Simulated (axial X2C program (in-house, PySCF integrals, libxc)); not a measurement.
**YbCl⁺: Ω levels from open-shell CI on f12 s1 d(πδ)1**

Which Ω levels does YbCl⁺ have in the configuration f12 s1 d(πδ)1, and how far apart?

Computed with an in-house X2C program for linear molecules on PySCF integrals. Level: two-component X2C, average-of-configuration Hartree–Fock and CI in the open shells.

All values are calculated.

## 1. The job

Contents of task.json:

```json
{
 "zs": [
  70,
  17
 ],
 "q": 1,
 "bas": [
  "dyall-v3z",
  "dyall-v3z"
 ],
 "r0": 2.54,
 "metal": 0,
 "shells": [
  [
   3,
   [
    0,
    1,
    2,
    3
   ],
   12
  ],
  [
   0,
   [
    0
   ],
   1
  ],
  [
   2,
   [
    1,
    2
   ],
   1
  ]
 ],
 "fix": 1,
 "emax": 2.2,
 "nroots": 4
}
```

Keys: zs atomic numbers; q charge; bas basis sets; r0 starting distance in Å; metal index of the metal atom; shells open shells as [l, |m| values, electrons]; fix electron count of the first shell held; emax energy window in eV; nroots roots for each Ω.

Command:

```sh
$ python soci.py task.json out
```

Two-component X2C with atomic mean-field Coulomb and Gaunt terms, basis Yb dyall-v3z, Cl dyall-v3z (cores contracted in-house). Orbitals come from Hartree–Fock averaged over the configuration Yb f12 s1 d(πδ)1; CI then distributes these electrons over the f, s, d(πδ) shells of Yb, the count in the first shell held.

## 2. CI at R = 2.298 Å

Output:

```text
average of configuration f12 s1 d(πδ)1
basis functions 227  fitting functions 1175
iter      average energy  largest gradient
   1     -14512.306774404   4.93e+00
   2     -14512.343696116   3.55e-03
   3     -14512.343758985   6.06e-03
   4     -14512.343759813   1.61e-04
   5     -14512.343760023   6.63e-04
   6     -14512.343760039   6.35e-05
   7     -14512.343760044   1.82e-04
   8     -14512.343760046   6.66e-05
   9     -14512.343760046   1.87e-05
converged
CI levels
2*Omega        energy/Eh    cm-1   g(par)  dipole/D  leading shell counts
    8    -14512.49611226        0  11.530   -3.088  {'12 1 1': 0.988}
   10    -14512.49522690      194  13.960   -3.103  {'12 1 1': 0.995}
    6    -14512.49516223      209   8.913   -3.091  {'12 1 1': 0.987}
    4    -14512.49308455      665   6.203   -3.097  {'12 1 1': 0.984}
    2    -14512.49037613     1259   3.490   -3.111  {'12 1 1': 0.981}
    0    -14512.48812032     1754   0.000   -3.164  {'12 1 1': 0.969, '12 0 2': 0.031}
    0    -14512.48630498     2152   0.000   -3.049  {'12 1 1': 0.996}
   12    -14512.48503628     2431  12.281   -3.116  {'12 1 1': 0.992}
   10    -14512.48490837     2459   9.739   -3.122  {'12 1 1': 0.989}
   14    -14512.48461646     2523  14.743   -3.118  {'12 1 1': 0.995}
    2    -14512.48444353     2561   1.313   -3.116  {'12 1 1': 0.984}
    8    -14512.48429148     2594   7.337   -3.129  {'12 1 1': 0.986}
    6    -14512.48354579     2758   5.294   -3.138  {'12 1 1': 0.983}
    4    -14512.48327650     2817   3.268   -3.143  {'12 1 1': 0.981}
   16    -14512.48324913     2823  18.172   -3.113  {'12 1 1': 0.997}
   14    -14512.48266370     2952  15.205   -3.111  {'12 1 1': 0.996}
    8    -14512.48241524     3006  10.074   -3.072  {'12 1 1': 0.99}
    6    -14512.48188877     3122   7.557   -3.090  {'12 1 1': 0.989}
   12    -14512.48131510     3248  12.957   -3.116  {'12 1 1': 0.992}
   18    -14512.48110310     3294  21.991   -3.106  {'12 1 1': 0.996}
   16    -14512.48068840     3385  19.569   -3.090  {'12 1 1': 0.997}
    4    -14512.48067080     3389   5.224   -3.106  {'12 1 1': 0.981}
   10    -14512.47965419     3612  10.724   -3.124  {'12 1 1': 0.987}
    2    -14512.47933840     3681   2.962   -3.119  {'12 1 1': 0.968}
   14    -14512.47885319     3788  17.221   -3.091  {'12 1 1': 0.995}
    0    -14512.47849892     3866   0.000   -3.129  {'12 1 1': 0.958}
    8    -14512.47781516     4016   8.490   -3.132  {'12 1 1': 0.985}
    0    -14512.47711080     4170   0.000   -3.101  {'12 1 1': 0.982}
    2    -14512.47675618     4248   1.591   -3.096  {'12 1 1': 0.982}
    6    -14512.47646435     4312   6.301   -3.133  {'12 1 1': 0.984}
    4    -14512.47632404     4343   4.048   -3.103  {'12 1 1': 0.983}
   12    -14512.47614010     4383  14.896   -3.100  {'12 1 1': 0.99}
   10    -14512.47302455     5067  12.569   -3.111  {'12 1 1': 0.985}
    0    -14512.46995824     5740   0.000   -3.065  {'12 1 1': 0.595, '12 2 0': 0.303, '12 0 2': 0.102}
    0    -14512.46619958     6565   0.000   -2.985  {'12 1 1': 0.94, '12 0 2': 0.059}
   12    -14512.46565248     6685  14.032   -3.497  {'12 0 2': 0.627, '12 2 0': 0.292, '12 1 1': 0.081}
    0    -14512.46500421     6827   0.000   -3.046  {'12 1 1': 0.97}
    0    -14512.46268914     7336   0.000   -3.103  {'12 1 1': 0.897, '12 0 2': 0.052, '12 2 0': 0.051}
   14    -14512.46212037     7460  17.872   -3.821  {'12 0 2': 0.885, '12 1 1': 0.115}
   16    -14512.44324581    11603  16.381   -3.492  {'12 0 2': 0.989}
   16    -14512.44181261    11917  19.602   -3.157  {'12 0 2': 0.561, '12 1 1': 0.439}
   18    -14512.44074552    12152  20.137   -3.625  {'12 0 2': 1.0}
   20    -14512.43898896    12537  23.835   -3.749  {'12 0 2': 1.0}
   18    -14512.43466454    13486  21.433   -3.702  {'12 0 2': 0.996}
   20    -14512.42379990    15871  22.149   -3.950  {'12 0 2': 1.0}
   18    -14512.41977537    16754  19.793   -3.903  {'12 0 2': 1.0}
```

Dipoles in the output refer to the first atom as origin, so for this ion they depend on that choice.

It took 2.9 s on 1 thread of Arm Neoverse V2, shared host; peak memory 0.87 GiB.

Active spinors (ω > 0; filled shells left out):

```tsv
shell	ω	ε (eV)	character
f	5/2	-34.50	100% Yb f
f	3/2	-34.41	100% Yb f
f	1/2	-34.27	99% Yb f
f	7/2	-33.03	100% Yb f
f	5/2	-32.97	100% Yb f
f	3/2	-32.87	100% Yb f
f	1/2	-32.79	99% Yb f
s	1/2	-9.42	68% Yb s, 26% Yb d, 4% Yb p
d(πδ)	3/2	-5.26	99% Yb d
d(πδ)	5/2	-5.04	100% Yb d
d(πδ)	1/2	-4.94	86% Yb d, 6% Yb p, 4% Cl p
d(πδ)	3/2	-4.73	88% Yb d, 4% Yb p, 4% Cl p
```

The levels:

```tsv
Ω	energy (cm⁻¹)	g∥	configuration
4	0	11.53	99% f12 s1 d(πδ)1
5	194	13.96	100% f12 s1 d(πδ)1
3	209	8.91	99% f12 s1 d(πδ)1
2	665	6.20	98% f12 s1 d(πδ)1
1	1259	3.49	98% f12 s1 d(πδ)1
0	1754	0.00	97% f12 s1 d(πδ)1
0	2152	0.00	100% f12 s1 d(πδ)1
6	2431	12.28	99% f12 s1 d(πδ)1
5	2459	9.74	99% f12 s1 d(πδ)1
7	2523	14.74	100% f12 s1 d(πδ)1
1	2561	1.31	98% f12 s1 d(πδ)1
4	2594	7.34	99% f12 s1 d(πδ)1
3	2758	5.29	98% f12 s1 d(πδ)1
2	2817	3.27	98% f12 s1 d(πδ)1
8	2823	18.17	100% f12 s1 d(πδ)1
7	2952	15.20	100% f12 s1 d(πδ)1
4	3006	10.07	99% f12 s1 d(πδ)1
3	3122	7.56	99% f12 s1 d(πδ)1
6	3248	12.96	99% f12 s1 d(πδ)1
9	3294	21.99	100% f12 s1 d(πδ)1
```

g∥ is the magnitude of 2⟨Lz + ge Sz⟩ for the +Ω component.

## 3. The same at R = 2.482 Å

```tsv
Ω	energy (cm⁻¹)	g∥	configuration
4	0	11.52	98% f12 s1 d(πδ)1
3	197	8.88	98% f12 s1 d(πδ)1
5	241	13.95	99% f12 s1 d(πδ)1
2	641	6.16	97% f12 s1 d(πδ)1
1	1236	3.44	97% f12 s1 d(πδ)1
0	1800	0.00	94% f12 s1 d(πδ)1 + 6% f12 d(πδ)2
0	2049	0.00	99% f12 s1 d(πδ)1
1	2569	1.51	97% f12 s1 d(πδ)1
6	2600	12.23	99% f12 s1 d(πδ)1
5	2625	9.72	98% f12 s1 d(πδ)1
```

## 4. Curves along the bond

The same input was run at the other distances (logs left out). Energies in cm⁻¹ from the lowest point; levels are followed by energy order within each Ω.

```tsv
R (Å)	(1)Ω=4	(1)Ω=5	(1)Ω=3	(1)Ω=2	(1)Ω=1	(1)Ω=0	(2)Ω=0
2.137	2171	2328	2385	2846	3429	3857	4399
2.218	403	579	615	1073	1662	2123	2594
2.298	0	194	209	665	1259	1754	2152
2.390	724	940	928	1379	1976	2509	2826
2.482	2330	2571	2527	2972	3566	4130	4379
2.585	4810	5082	4997	5431	6018	6600	6802
2.712	8447	8764	8616	9033	9602	10170	10373
```

Constants where the minimum is well bracketed:

```tsv
level of the curve	Te (cm⁻¹)	Re (Å)	ωe (cm⁻¹)
(1)Ω=4	0	2.287	427.9
(1)Ω=5	192	2.285	429.2
(1)Ω=3	209	2.287	427.4
(1)Ω=2	665	2.287	426.9
(1)Ω=1	1259	2.287	426.6
(1)Ω=0	1749	2.284	428.9
(2)Ω=0	2157	2.290	423.9
```

## 5. Outcome

```
                 quantity                                 value
lowest level of the model  Ω = 4, g∥ = 11.53, 99% f12 s1 d(πδ)1
               next level                Ω = 5, 194 cm⁻¹ higher
  lowest curve, Re and ωe                   2.287 Å, 427.9 cm⁻¹
```

In words: In the lowest level ⟨Sz⟩ = 1.76 and ⟨Lz⟩ = 2.24; its leading determinant has weight 0.76 among 255. From 2.298 to 2.482 Å the gap from the lowest to the fifth level goes from 1259 to 1236 cm⁻¹. Without dynamic correlation distances can be off by several hundredths of an Å, and the wavenumbers are rough. There is no dynamic correlation: spin–orbit spacings and, for f shells, spacings inside one term are the most reliable numbers, splittings between terms come out too wide, and energies between configurations are not reliable, so the lowest level need not be the ground state of the molecule. With the count in the first shell held, other counts are excluded: this configuration can lie several eV above the ground configuration of the molecule. At most 4 roots were kept for each Ω > 0 (twice that for Ω = 0) within 2.2 eV of the lowest, so higher up levels can be missing between those listed; levels with Ω > 0 are doubly degenerate and listed once, Ω = 0 levels singly.
